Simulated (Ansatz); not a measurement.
Born–Oppenheimer molecular dynamics of a periodic cell of 19 atoms, Ba$_{4}$Y$_{2}$F$_{13}$ (host Ba2YF7, host structure C2/c, one F atom removed), cell charge +1. It goes on from the last frame of an earlier run, with new velocities.

Computed with DFT PBEsol, scalar-relativistic, plane waves, PAW in Ansatz. Settings: cutoff 200 eV, k mesh 2x2x1, fermi-dirac smearing 0.05 eV, no spin polarisation.

```
ensemble        : NVT, Nosé–Hoover chain
time step       : 2 fs
steps asked     : 200
set temperature : 2400 K
thermostat      : time constant 200 fs, chain length 5
seed            : 516264
```

First frame:

```xyz
19
Lattice="6.9118 -3.4022 0.0000 6.9118 3.4022 0.0000 -4.7701 0.0000 6.7094" Properties=species:S:1:pos:R:3
Ba 7.852 0.090 1.608
Ba 5.241 0.347 4.883
Ba 3.258 0.397 1.565
Ba 0.700 0.123 4.821
Y 5.542 -3.156 1.397
Y 2.962 3.589 5.173
F 10.306 0.583 0.775
F 7.939 -0.489 4.157
F 8.031 3.165 0.579
F 6.649 1.962 2.979
F 5.351 -0.682 2.107
F 5.226 1.440 0.174
F 4.165 -1.614 6.264
F 3.975 2.968 3.189
F 3.029 1.421 5.228
F 2.324 -1.688 3.768
F 1.258 -1.810 6.505
F 0.089 1.141 2.590
F -1.566 -0.625 5.824
```

(1) What does the run give?

(2) What happens to the structure?

(3) How do temperature and energy run in time?

## Answers

(1) The run went to its last step.

```yaml
steps_done: 200
time_covered: 400 fs
mean_temperature_over_the_second_half: 2171 K
spread_of_the_potential_energy_over_the_second_half: 34.0 meV per atom
mean_potential_energy_of_the_second_half_above_the_start: 144.8 meV per atom
```

The conserved energy stayed within 0.48 meV per atom of its start (net change 0.17 meV per atom), so the integration is sound. A run of 0.4 ps of so small a system gives no equilibrium averages. The plane-wave cutoff is below what these datasets need, so energies and pressures aren't converged. Limits of this set-up: coarse k mesh, charged cell in a uniform background, uncorrected.

(2) Mean squared displacements from the first frame to the last, about the centre of mass: Ba 0.23 Å², Y 0.08 Å², F 2.63 Å². This is one draw of velocities; another would differ in detail.

(3) 
| time (fs) | T (K) | potential energy less start (eV) | conserved less start (meV/atom) |
| --- | --- | --- | --- |
| 0.0 | 2400 | 0.000 | 0.00 |
| 32.0 | 1683 | 1.687 | 0.33 |
| 64.0 | 1638 | 1.846 | -0.02 |
| 96.0 | 1417 | 2.496 | 0.08 |
| 128.0 | 1679 | 2.079 | 0.23 |
| 160.0 | 2031 | 1.607 | 0.02 |
| 192.0 | 1992 | 2.066 | 0.19 |
| 224.0 | 2125 | 2.182 | 0.23 |
| 256.0 | 1790 | 3.320 | 0.31 |
| 288.0 | 1643 | 3.940 | 0.32 |
| 320.0 | 2252 | 2.800 | 0.25 |
| 352.0 | 2206 | 3.119 | 0.36 |
| 384.0 | 2765 | 1.983 | 0.34 |

Time of the run: 7.1 min on 1 thread of Arm Neoverse V2, with other jobs on the host, peak memory 0.43 GiB.
